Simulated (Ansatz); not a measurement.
# HSe+ (triplet): wave-function methods side by side, cc-pVTZ

One table from this session's results is given with a row withheld; the runs are named, their logs left out.

The runs use Ansatz 0.2.0, Gaussian basis; cc-pVTZ, core rule «outside noble gas», up to 14 orbitals frozen.

Plan: UHF; CCSD(T) on ROHF; CCSD(T) on UHF; BCCD(T) on ROHF; CISD as a restricted active space (open shells left free, so some higher excitations enter); CCSDT(Q) on ROHF; CCSDT(Q) on UHF; CASSCF and MRCISD+Q, 6 electrons in 5 orbitals; CASSCF and NEVPT2, 6 electrons in 5 orbitals.

4 further runs of the same task are left out: 4 set aside as unsound or not needed. Runs told in other sessions of the task aren't counted.

### The system

The geometry is a PBE0/def2-TZVP stationary point (not a proven minimum) of the parent state, kept for this charge and spin. No spin-orbit coupling is included. The filled d shell of Se may be among the frozen orbitals whatever the setting's name suggests.

2 atoms, charge 1, spin multiplicity 3.

Atoms are counted from 1 here; the program's logs count them from 0.

Bond lengths: Se1–H2 1.490 Å.

The first run:

The input, in.yaml:

```yaml
crystal:
  periodic: [false, false, false]
  atoms:
    - {symbol: Se, position_ang: [0.000000, 0.000000, 0.000000]}
    - {symbol: H, position_ang: [0.000000, 0.000000, 1.490000]}
basis:
  gaussian: {orbitals: cc-pVTZ}
total_charge: 1
magnetization: {spin_polarized: true, initial_magnetization: 2}
hamiltonian: {xc: hf}
output: {orbitals: {seedname: orbitals}}
```

Command:

```console
$ ansatz run in.yaml --threads 1 --pin off --events-out ev --progress --plain --max-ram 2393MiB
```

Among the steps run: UHF; CCSD(T) on ROHF; CCSD(T) on UHF; BCCD(T) on ROHF; CISD as a restricted active space (open shells left free, so some higher excitations enter); CCSDT(Q) on ROHF; CCSDT(Q) on UHF; CASSCF and MRCISD+Q, 6 electrons in 5 orbitals; CASSCF and NEVPT2, 6 electrons in 5 orbitals.

One table of the session follows, with a row left open; its other results are not shown here.

It belongs to the step «Misses and costs». 

```
          method  from UCCSDT(Q) (kJ/mol)
            ROHF                   +350.3
             UHF                   +332.6
            RMP2                    +65.7
            UMP2                    +67.2
            CISD                    +19.3
           RCCSD                    +12.7
           UCCSD                    +11.3
        RCCSD(T)                     +3.0
        UCCSD(T)                     +2.0
         BCCD(T)                     +3.0
          RCCSDT                        ?
          UCCSDT                     +0.2
       RCCSDT(Q)                     +1.0
       UCCSDT(Q)                        0
  CASSCF valence                   +291.0
  NEVPT2 valence                    +62.8
  MRCISD valence                    +15.6
MRCISD+Q valence                     +1.7
```

Estimate the missing values for RCCSDT.

**Answer.** from UCCSDT(Q) (kJ/mol): +1.2. In the column «from UCCSDT(Q) (kJ/mol)» it lies between RCCSDT(Q) (+1.0) and MRCISD+Q valence (+1.7).

Caveats from the session: Restricted and unrestricted rows rest on different reference determinants; a gap between their highest levels can come from leftover correlation error, from unlike frozen cores or from another state.
